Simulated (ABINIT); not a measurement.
Runs of ABINIT 10.8.3 (patched build) on VW2C3. It takes space group Immm (No. 71, orthorhombic). Conventional cell: a = 3.049 Å, b = 4.324 Å, c = 9.170 Å, α = 90.00°, β = 90.00°, γ = 90.00°. W (site symmetry mm2) has 6 C at 2.15 to 2.20 Å as nearest neighbours. Around V (site symmetry mmm) lie 6 C at 2.12 to 2.16 Å. Around C (site symmetry mm2) lie 2 V at 2.12 Å and 4 W at 2.16 to 2.20 Å. Around C (site symmetry mmm) lie 4 W at 2.15 Å and 2 V at 2.16 Å. The cell comes from a database or a generator and needn't be the stable form of this composition.

```tsv
task	level	potentials or basis	k mesh	mesh quality	gap on the mesh (eV)	pressure (GPa)	moment (μB)	largest force (eV/Å)
band structure	LDA	JTH PAW LDA v2.0	6 × 6 × 6	coarse	none	-15.8	0.00	0.10
single point	PBEsol	JTH PAW PBE v2.0	11 × 11 × 11	not flagged	none	(b)	0.00	0.06
band structure	PBE	JTH PAW PBE v2.0	6 × 6 × 6	coarse	none	(a)	0.00	0.12
band structure	PBEsol	JTH PAW PBE v2.0	6 × 6 × 6	coarse	none	-8.8	0.00	0.12
```

Alike in all rows: spin collinear, ferromagnetic start; cell as given; cutoff (eV) 517; smearing fermi-dirac 0.05 eV.

Fill in the values left out.

(a) -0.5; (b) -8.9.

Caveats: some runs use coarse meshes; the PAW data sets were made with another functional, which shifts forces and pressure a little (some runs).

A k mesh can miss the band edges, and the runs leave out spin-orbit coupling on W.

A gap of «none» marks a metal or a gap under the smearing width.

Not every run made on this cell is shown here.
